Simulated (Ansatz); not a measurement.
**C₃H₁₀Si₂: one species, many methods**

An exercise on one series of results from a longer session: the logs are not shown, and one member is left open.

The runs use Ansatz 0.2.0, Gaussian basis; functionals in def2-TZVPP, the program's frozen cores in correlated methods.

Plan: LDA (SPW92), PBE-D4, revPBE-D4, BLYP-D4, r2SCAN-D4, B97M-V, PBE0-D4, B3LYP-D4, r2SCANh-D4, r2SCAN0-D4, HSE06-D4, BHLYP-D4, CAM-B3LYP-D4, LC-ωPBE, ωB97X-V, ωB97M-V, B2PLYP, PBE-QIDH; CCSD(T)/def2-SVP; CCSD(T)/def2-TZVPP; MP2/def2-QZVPP; extrapolation to the limit; RPA on PBE.

## Structure used throughout

The geometry comes from an earlier relaxation with PBE0-D4 in a triple-zeta def2 set; it is a stationary point, not always the lowest conformer.

SMILES `C[Si]1([SiH3])CC1`, 15 atoms, charge 0, spin multiplicity 1.

Atoms are counted from 1 here; the program's logs count them from 0.

Bond lengths: C1–Si2 1.869 Å, C1–H6 1.092 Å, C1–H7 1.092 Å, C1–H8 1.092 Å, Si2–Si3 2.319 Å, Si2–C4 1.857 Å, Si2–C5 1.857 Å, Si3–H9 1.489 Å, Si3–H10 1.489 Å, Si3–H11 1.488 Å, C4–C5 1.538 Å, C4–H12 1.085 Å, C4–H13 1.086 Å, C5–H14 1.085 Å, C5–H15 1.086 Å. Angles: Si2–C1–H6 111.2°, Si2–C1–H7 109.7°, Si2–C1–H8 111.2°, H6–C1–H7 108.2°, H6–C1–H8 108.2°, H7–C1–H8 108.3°, C1–Si2–Si3 118.9°, C1–Si2–C4 118.4°, C1–Si2–C5 118.4°, Si3–Si2–C4 116.7°, Si3–Si2–C5 116.7°, C4–Si2–C5 48.9°, Si2–Si3–H9 111.8°, Si2–Si3–H10 111.9°, Si2–Si3–H11 108.2°, H9–Si3–H10 107.7°, H9–Si3–H11 108.6°, H10–Si3–H11 108.6° and more.

Coordinates:

```xyz
15
charge 0, multiplicity 1
C    -2.0241    0.0289    0.3282
Si   -0.1772   -0.0229    0.0463
Si    1.0618   -1.7139    1.0372
C     0.7109    1.5730   -0.2908
C     0.4962    0.6895   -1.5313
H    -2.2589    0.1315    1.3899
H    -2.4529    0.8830   -0.2011
H    -2.5060   -0.8792   -0.0408
H     0.9563   -1.6809    2.5224
H     0.6228   -3.0623    0.5822
H     2.4891   -1.5269    0.6587
H     1.7364    1.7037    0.0385
H     0.1428    2.4980   -0.2571
H     1.3866    0.2643   -1.9822
H    -0.2058    1.0634   -2.2709
```

Set-up of the first run:

File in.yaml:

```yaml
crystal:
  periodic: [false, false, false]
  atoms:
    - {symbol: C, position_ang: [-2.024099, 0.028917, 0.328195]}
    - {symbol: Si, position_ang: [-0.177231, -0.022928, 0.046293]}
    - {symbol: Si, position_ang: [1.061828, -1.713915, 1.037202]}
    - {symbol: C, position_ang: [0.710891, 1.573037, -0.290770]}
    - {symbol: C, position_ang: [0.496153, 0.689458, -1.531272]}
    - {symbol: H, position_ang: [-2.258923, 0.131451, 1.389944]}
    - {symbol: H, position_ang: [-2.452867, 0.883033, -0.201050]}
    - {symbol: H, position_ang: [-2.505964, -0.879179, -0.040756]}
    - {symbol: H, position_ang: [0.956285, -1.680900, 2.522368]}
    - {symbol: H, position_ang: [0.622764, -3.062314, 0.582230]}
    - {symbol: H, position_ang: [2.489118, -1.526854, 0.658699]}
    - {symbol: H, position_ang: [1.736385, 1.703718, 0.038470]}
    - {symbol: H, position_ang: [0.142804, 2.498043, -0.257063]}
    - {symbol: H, position_ang: [1.386648, 0.264343, -1.982236]}
    - {symbol: H, position_ang: [-0.205793, 1.063391, -2.270854]}
basis:
  gaussian: {orbitals: def2-TZVPP}
hamiltonian: {xc: lda}
output: {orbitals: {seedname: orbitals}}
```

On the command line:

```console
$ ansatz run in.yaml --threads 4 --pin off --events-out ev --progress --plain --max-ram 10444MiB
```

Steps of the session up to this table: LDA; PBE-D4 (GGA); revPBE-D4 (GGA); BLYP-D4 (GGA); r2SCAN-D4 (meta-GGA); B97M-V (meta-GGA); B3LYP-D4 (hybrid); r2SCANh-D4 (hybrid); r2SCAN0-D4 (hybrid); HSE06-D4 (hybrid); BHLYP-D4 (hybrid); CAM-B3LYP-D4 (range-separated); LC-ωPBE (range-separated); ωB97X-V (range-separated); ωB97M-V (range-separated); B2PLYP (double hybrid); PBE-QIDH (double hybrid).

One of the session's tables, all rows but one given; the rest of the session is left out.

It belongs to the step «Frontier levels by functional». 

| functional | HOMO (eV) | gap (eV) |
| --- | --- | --- |
| LDA (SPW92) | -5.66 | 4.83 |
| PBE-D4 | -5.55 | 4.87 |
| revPBE-D4 | -5.50 | 4.89 |
| BLYP-D4 | -5.40 | 4.87 |
| r2SCAN-D4 | -5.74 | 5.28 |
| B97M-V | -5.80 | 5.19 |
| PBE0-D4 | -6.64 | 6.77 |
| B3LYP-D4 | -6.44 | 6.39 |
| r2SCANh-D4 | -6.15 | 5.98 |
| r2SCAN0-D4 | -6.77 | 7.02 |
| HSE06-D4 | ? | ? |
| BHLYP-D4 | -7.63 | 8.65 |
| CAM-B3LYP-D4 | -7.93 | 9.10 |
| LC-ωPBE | -9.26 | 11.49 |
| ωB97X-V | -8.92 | 11.03 |
| ωB97M-V | -8.79 | 10.64 |

**Question.** Estimate the row for HSE06-D4.

**Answer.** HOMO (eV): -6.25; gap (eV): 6.00. In the column «HOMO (eV)» it lies between B3LYP-D4 (-6.44) and r2SCANh-D4 (-6.15).
